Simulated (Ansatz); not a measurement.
A run of Ansatz 0.2.0 is set up as follows.

input

```
crystal:
  lattice:
    - [0.0, 2.57761, 2.57761]
    - [2.57761, 0.0, 2.57761]
    - [2.57761, 2.57761, 0.0]
  atoms:
    - { symbol: Ge, position: [0.5, 0.5, 0.5] }
    - { symbol: W, position: [0.0, 0.0, 0.0] }
hamiltonian:
  xc: pbe0
  pseudopotentials: { kind: paw }
kpoints:
  mp_grid: { grid: [5, 5, 5] }
scf:
  occupations: { method: fermi_dirac, width: 0.05 }
output:
  forces: true
  stress: true
  eigenvalues: true
relax:
  f_tol: 0.01
  max_steps: 40
  cell: { stress_tol: 0.05 }
```

(1) Estimate the relaxed cell.

(2) Estimate the band gap on the k mesh.

(3) What does it give for the relaxed volume?

Answers

(1) a = 3.607 Å, b = 3.607 Å, c = 3.607 Å, α = 60.00°, β = 60.00°, γ = 60.00°.

(2) none (metal or under the smearing width).

(3) 16.60 Å³/atom.

Caveat: the k mesh is coarse (spacing up to 0.42 Å⁻¹), so the values aren't converged, least of all with exact exchange; the PAW data sets come from PBE, with cores solved anew for the run's functional, which leaves a small shift of forces and pressure.
